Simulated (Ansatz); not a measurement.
Something may be wrong with this Ansatz 0.2.0 calculation of HfTa.

input.yaml

```yaml
crystal:
  lattice:
    - [1.712747, -2.399601, 0.0]
    - [1.712747, 2.399601, 0.0]
    - [0.0, 0.0, 4.6536528]
  atoms:
    - { symbol: Ta, position: [0.5, 0.5, 0.5] }
    - { symbol: Hf, position: [0.0, 0.0, 0.0] }
hamiltonian:
  xc: pbe
  pseudopotentials: { kind: paw }
kpoints:
  mp_grid: { grid: [8, 8, 5] }
  band_path:
    path:
      - [[0.0, 0.0, 0.0], [0.377364493, 0.377364493, 0.0], [0.0, 0.5, 0.0], [0.0, 0.5, 0.5], [0.377364493, 0.377364493, 0.5], [0.0, 0.0, 0.5], [0.0, 0.0, 0.0], [-0.5, 0.5, 0.0], [-0.377364493, 0.622635507, 0.0], [-0.377364493, 0.622635507, 0.5], [-0.5, 0.5, 0.5], [-0.5, 0.5, 0.0]]
      - [[0.0, 0.0, 0.5], [-0.5, 0.5, 0.5]]
    npoints: 14
scf:
  n_extra_bands: 6
  max_iter: 80
output:
  forces: true
  stress: true
  eigenvalues: true
  fatbands: false
```

Potentials or basis: Ansatz PAW.

The run is started by

```console
$ ansatz run input.yaml --threads 2 --pin off --max-ram 5632MiB --backend cpu --events-out ev --progress --plain --runs-dir out
```

Output:

```text
Error: YAML parse error: `scf.occupations.method` is required: fixed only where the cell keeps a band gap throughout the run, explicit beside scf.occupations.values (under evaluate: without them), else a smearing such as fermi_dirac (scf.occupations.width is optional; its entry in the input reference gives the default)
```

Problem. What happened, and what is wrong with the input?

Solution. The program refused the input. The input holds a flaw that was put in on purpose: no occupation method (scf.occupations = left out).
